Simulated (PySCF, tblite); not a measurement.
# C7H11O radical: geometry, infrared bands and EPR parameters

Aim: predict the infrared bands and EPR parameters of C7H11O radical (`[CH2]C[C@]12C[C@](O)(C1)C2`).

The runs use tblite 0.8.0 and PySCF 2.14.0, with density-fitted response routines of our own; the level of theory stands in each step. All values are computed, except where a source is named. Atoms count from 0, in the outputs and in this text.

## Step 1: The molecule as given

19 atoms, charge 0, multiplicity 2; geometry from: force field or distance geometry start.

Bonds of the start (Å): C0–C1 1.50, C1–C2 1.47, C2–C3 1.58, C3–C4 1.53, C4–O5 1.41, C4–C6 1.55, C4–C7 1.56, C6–C2 1.60, C7–C2 1.60, C0–H8 1.09, C0–H9 1.07, C1–H10 1.10, C1–H11 1.08, C3–H12 1.10, C3–H13 1.10, O5–H14 0.96, C6–H15 1.08, C6–H16 1.09, C7–H17 1.09, C7–H18 1.09.

## Step 2: Optimising the geometry with GFN2-xTB

The job: settings as JSON, then the geometry in Å.

```
{"job": {"kind": "relax", "xc": "GFN2-xTB", "basis": "xTB"}, "charge": 0, "multiplicity": 2}
C      2.507300    -0.676700     0.385400
C      1.679500     0.572900     0.300100
C      0.278800     0.203600     0.061000
C     -0.747600    -0.638800     0.923100
C     -1.605800    -0.190200    -0.265100
O     -2.966000    -0.468600    -0.513800
C     -0.396500    -0.543500    -1.175900
C     -0.949500     1.209800    -0.094300
H      2.643900    -1.184300     1.335100
H      2.940700    -1.094800    -0.503600
H      1.782800     1.123700     1.245300
H      2.070400     1.204600    -0.487100
H     -0.546800    -1.716800     1.030100
H     -1.004200    -0.244600     1.912900
H     -3.021000    -1.428200    -0.564500
H     -0.336200    -0.050000    -2.134200
H     -0.157100    -1.605500    -1.284800
H     -1.237900     1.776600     0.788600
H     -0.944600     1.868800    -0.965900
```

Command:

```console
$ OMP_NUM_THREADS=1 python probes_run.py task.json out
```

One launch serves the whole session: the jobs run in the order shown.

**Question.** This job is followed by: GFN2-xTB harmonic vibrations, gas phase; UKS B3LYP, pcH-1 on C H O, non-relativistic, mean-field spin-orbit, GIAO. What will the session give for the following? strongest single infrared mode (GFN2-xTB); zero-point energy (GFN2-xTB); g(iso) (B3LYP); ⟨S²⟩; largest a(iso) (averaged by class); potential on the surface of density 0.002 e/bohr³, 1st and 99th percentile.

**Answer**, as computed:

| quantity | value |
| --- | --- |
| strongest single infrared mode (GFN2-xTB) | 1268 cm⁻¹, 152 km/mol |
| zero-point energy (GFN2-xTB) | 100.1 kcal/mol |
| g(iso) (B3LYP) | 2.00264 |
| ⟨S²⟩ | 0.754 (exact 0.75) |
| largest a(iso) (averaged by class) | 13C on C2, 102.6 MHz |
| potential on the surface of density 0.002 e/bohr³, 1st and 99th percentile | -1.54 V and 2.05 V |

In words: Relaxing lowered the energy by 0.291 eV in 24 steps; the close pair that moved most is C1–C2, from 1.468 to 1.524 Å. All 51 modes are real, so the xTB geometry is a minimum. The strongest single mode, at 1268 cm⁻¹, is spread over several atoms, H10, H11, C1, C2 among them. Unscaled tight-binding wavenumbers are off by several per cent, some by more. Its intensities can rank the bands wrongly. Most of the unpaired spin sits on C0 (1.08 e). The isotropic g lies 0.3 ppt above the free-electron value. The conformer search found further structures of the same energy, which may be mirror or relabelled copies of this one.
